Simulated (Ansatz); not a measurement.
I need a rigid torsion scan of C₂H₅ClSi, SMILES C=C[SiH2]Cl. Use Ansatz 0.2.0, Python API. Use (for the species named): PBE0, 6-31G* basis, multiplicity 1.

| atom | x (Å) | y (Å) | z (Å) |
| --- | --- | --- | --- |
| C | 0.4745 | 1.3094 | -0.6950 |
| C | 0.4019 | 0.4445 | 0.2787 |
| Si | -0.6774 | -1.0457 | 0.3628 |
| Cl | 0.7762 | -2.5618 | 0.1656 |
| H | -0.2086 | 1.2734 | -1.6026 |
| H | 1.0999 | 2.2216 | -0.6603 |
| H | 1.0950 | 0.5715 | 1.1339 |
| H | -1.2564 | -1.1552 | 1.6975 |
| H | -1.6167 | -1.1039 | -0.6977 |

The script, `c2h5clsi_torsion.py`:
```python
# -*- coding: utf-8 -*-
"""Rigid torsion scan of C2H5ClSi."""

import warnings

import ansatz as az
from ase import Atoms

BASIS = "6-31G*"
XC = "pbe0"
FORCE_TOL = 0.02


def main():
    warnings.simplefilter("ignore", az.DeckWarning)

    atoms = Atoms(["C", "C", "Si", "Cl", "H", "H", "H", "H", "H"], positions=[
        (0.4745, 1.3094, -0.695),
        (0.4019, 0.4445, 0.2787),
        (-0.6774, -1.0457, 0.3628),
        (0.7762, -2.5618, 0.1656),
        (-0.2086, 1.2734, -1.6026),
        (1.0999, 2.2216, -0.6603),
        (1.095, 0.5715, 1.1339),
        (-1.2564, -1.1552, 1.6975),
        (-1.6167, -1.1039, -0.6977),
    ])

    # start the scan from a relaxed geometry
    first = (
        az.Crystal.molecule_from_ase(atoms).calculation()
        .basis(gaussian=BASIS)
        .functional(XC)
        .relax(force_tolerance=FORCE_TOL, max_steps=80)
    )
    atoms.positions = first.run(threads=1).report["positions_ang"]

    start = atoms.get_dihedral(0, 1, 2, 3)
    energies = {}
    for turn in range(0, 360, 40):
        turned = atoms.copy()
        turned.set_dihedral(0, 1, 2, 3, start + turn, indices=[2, 3, 7, 8])
        setup = (
            az.Crystal.molecule_from_ase(turned).calculation()
            .basis(gaussian=BASIS)
            .functional(XC)
        )
        energies[round((start + turn) % 360)] = setup.run(threads=1).report["free_energy_ev"]
    floor = min(energies.values())
    print("dihedral C0-C1-Si2-Cl3 (deg)   E - E(min) (eV)")
    for angle, e in sorted(energies.items()):
        print(f"{angle:8d} {(e - floor):14.3f}  " + "#" * int(30 * (e - floor) / max(max(energies.values()) - floor, 1e-9)))


if __name__ == "__main__":
    main()
```

```console
$ python c2h5clsi_torsion.py
dihedral C0-C1-Si2-Cl3 (deg)   E - E(min) (eV)
      38          0.078  ##########################
      78          0.066  ######################
     118          0.000
     158          0.067  ######################
     198          0.087  ##############################
     238          0.017  #####
     278          0.056  ###################
     318          0.080  ###########################
     358          0.034  ###########
```

The lowest point is at 118° and the highest at 198°, 0.087 eV (8.4 kJ/mol) above it, with the rest of the molecule held.

The scan is rigid and the energies are electronic, in a modest basis. With rigid groups the curve can differ much from the relaxed path, the start wasn't checked as a minimum of this torsion, and equivalent turns needn't return to the same energy. Run time: 62 s on 1 thread of Arm Neoverse V1, with other jobs on the host, peak memory 0.22 GiB.
